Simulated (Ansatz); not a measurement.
# WNH₃ (quintet): from a generated start to a stationary point

Aim: relax a generated start of WNH₃ (quintet) and see which bonds hold.

Method: UKS PBE0/def2-TZVP; program: Ansatz 0.2.0, Gaussian basis.

### Step 1. Where the work starts

5 atoms, charge 0, spin multiplicity 5.

Atoms are counted from 1 here; the program's logs count them from 0.

Bond lengths: W1–N2 2.209 Å, N2–H3 1.024 Å, N2–H4 1.024 Å, N2–H5 1.024 Å. Angles: W1–N2–H3 107.6°, W1–N2–H4 107.6°, W1–N2–H5 107.6°, H3–N2–H4 111.3°, H3–N2–H5 111.3°, H4–N2–H5 111.3°.

Coordinates:

```
W    -0.19197    0.00140    0.00120
N     2.01732   -0.01468   -0.01258
H     2.31982   -0.99338   -0.00927
H     2.33574    0.47580    0.82850
H     2.32512    0.46679   -0.86278
```

The start was built by rule and, where that kept it together, relaxed with GFN2-xTB. Sticks and bond lists go by distance. No spin-orbit coupling is included. Elements past krypton take def2 core potentials.

### Step 2. The run

File in.yaml:

```yaml
crystal:
  periodic: [false, false, false]
  atoms:
    - {symbol: W, position_ang: [-0.191972, 0.001397, 0.001197]}
    - {symbol: N, position_ang: [2.017323, -0.014676, -0.012583]}
    - {symbol: H, position_ang: [2.319824, -0.993384, -0.009267]}
    - {symbol: H, position_ang: [2.335737, 0.475805, 0.828504]}
    - {symbol: H, position_ang: [2.325123, 0.466794, -0.862779]}
basis:
  gaussian: {orbitals: def2-TZVP}
magnetization: {spin_polarized: true, initial_magnetization: 4}
hamiltonian: {xc: pbe0}
relax: {f_tol: 0.004, max_steps: 80}
```

Launch:

```bash
ansatz run in.yaml --threads 1 --pin off --events-out ev --progress --plain --max-ram 2176MiB
```

Q: Predict the outcome of this session. Wanted: energy gained; shift from the start; total energy; dipole moment; ⟨S²⟩.

**Answer**, as computed:

| quantity | value |
| --- | --- |
| steps | 5 |
| energy gained | 0.032 eV |
| shift from the start (rms) | 0.026 Å |
| total energy | -3359.6120 eV |
| dipole moment | 4.59 D |
| ⟨S²⟩ | 6.071 |

The bonds of the start are those of the end. W1–N2 went from 2.209 to 2.157 Å. No vibrations were run, so this is a stationary point, not a proven minimum, and this spin need not be the ground state's.
